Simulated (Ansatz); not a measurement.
A nudged elastic band was laid between two geometries of a periodic cell of 17 atoms, V (host V, host structure bcc, interstitial V).

The calculation used DFT PBE, scalar-relativistic, plane waves, PAW (Ansatz 0.2.0). Settings: cutoff 420 eV, k mesh 3x3x3, gaussian smearing 0.15 eV, no spin polarisation.

| Quantity | Value |
| --- | --- |
| movable images | 3 |
| climbing image | yes |
| spring | 5.0 eV/Å² |
| optimiser | lbfgs |
| start path | straight line |
| force threshold | 0.05 eV/Å |
| iteration limit | 61 |
| end points | relaxed |

First end point:

```xyz
17
Lattice="6.0400 0.0000 0.0000 0.0000 6.0400 0.0000 0.0000 0.0000 6.0400" Properties=species:S:1:pos:R:3
V 0.035 0.004 0.078
V 3.065 0.018 0.045
V 0.184 3.154 -0.090
V 0.103 0.006 3.059
V 1.562 1.506 1.557
V 3.026 3.052 0.018
V 2.575 -0.442 3.464
V 4.944 1.969 1.072
V 0.021 2.982 3.056
V 1.543 4.517 1.527
V 1.572 1.521 4.574
V 3.064 3.043 3.044
V 4.556 4.503 1.556
V 4.566 1.512 4.625
V 1.405 4.396 4.718
V 4.572 4.572 4.544
V 3.923 0.735 2.401
```

Last end point:

```xyz
17
Lattice="6.0400 0.0000 0.0000 0.0000 6.0400 0.0000 0.0000 0.0000 6.0400" Properties=species:S:1:pos:R:3
V 0.005 -0.042 -0.041
V 3.062 -0.028 0.038
V 0.189 3.129 0.146
V 0.091 -0.032 3.020
V 1.521 1.501 1.476
V 3.037 2.977 0.012
V 2.590 -0.401 2.559
V 4.553 1.464 1.496
V 0.048 2.964 3.002
V 1.425 4.352 1.383
V 1.549 1.464 4.513
V 3.066 2.964 3.024
V 4.564 4.505 1.551
V 4.988 1.966 4.962
V 1.590 4.497 4.525
V 4.570 4.421 4.527
V 3.903 0.598 3.830
```

Task: Which bonds break or form, and what moves?

Result: The atom that moves furthest is V17, by 1.44 Å; four of its nearest neighbours are V8 2.08, V7 2.08, V4 2.43, V14 2.44 Å at the first end and V14 2.08, V7 2.08, V16 2.42, V4 2.45 Å at the last.

Task: Give the energies along the band, and the barrier.

Result: It converged. The highest image is number 2 of 0 to 4, 0.50 eV above the ends, which have the same energy within 2 meV. By the program's own check the climbing image is a first-order saddle point (lowest curvatures found: -2.05 and 0.89 eV/Å²). Limits of this set-up: coarse k mesh, magnetic elements without spin, a small cell, in which the defect meets its images, a typed lattice constant that wasn't relaxed here.

```
image  path coordinate (Å)  energy (eV)  V7–V14 (Å)  V10–V17 (Å)  V7–V8 (Å)
    0                 0.00         0.00        3.02         3.40       4.14
    1                 0.52         0.18        3.38         3.67       3.96
    2                 1.04         0.50        3.69         3.84       3.70
    3                 1.68         0.11        4.01         4.09       3.30
    4                 2.32         0.00        4.14         4.17       2.91
```

Task: What is the geometry of the highest image?

Result: 
```xyz
17
Lattice="6.0400 0.0000 0.0000 0.0000 6.0400 0.0000 0.0000 0.0000 6.0400" Properties=species:S:1:pos:R:3:forces:R:3
V 0.072 0.009 0.022 0.01 0.00 0.00
V 3.070 0.007 0.022 0.00 -0.01 0.00
V 0.100 3.095 0.022 0.01 0.00 0.00
V 0.147 0.002 3.042 -0.01 0.00 0.00
V 1.655 1.513 1.503 0.00 -0.01 0.00
V 3.060 3.080 0.022 0.00 0.00 0.00
V 2.347 -0.433 3.048 0.01 -0.02 0.01
V 4.758 1.738 1.274 0.00 0.00 -0.01
V 0.031 2.968 3.042 -0.01 0.00 0.00
V 1.433 4.367 1.404 0.00 -0.01 0.01
V 1.655 1.513 4.582 0.00 -0.01 0.00
V 3.086 3.019 3.042 0.00 0.01 0.00
V 4.524 4.556 1.538 0.00 0.00 -0.01
V 4.757 1.734 4.809 0.00 -0.01 0.00
V 1.432 4.364 4.680 0.00 -0.01 0.00
V 4.524 4.557 4.546 0.00 0.01 0.01
V 4.083 0.583 3.038 -0.02 0.04 -0.01
```

Run time: 17 min on 4 threads of Intel(R) Xeon(R) Platinum 8488C (Sapphire Rapids), on a shared host, peak memory 2.1 GiB.
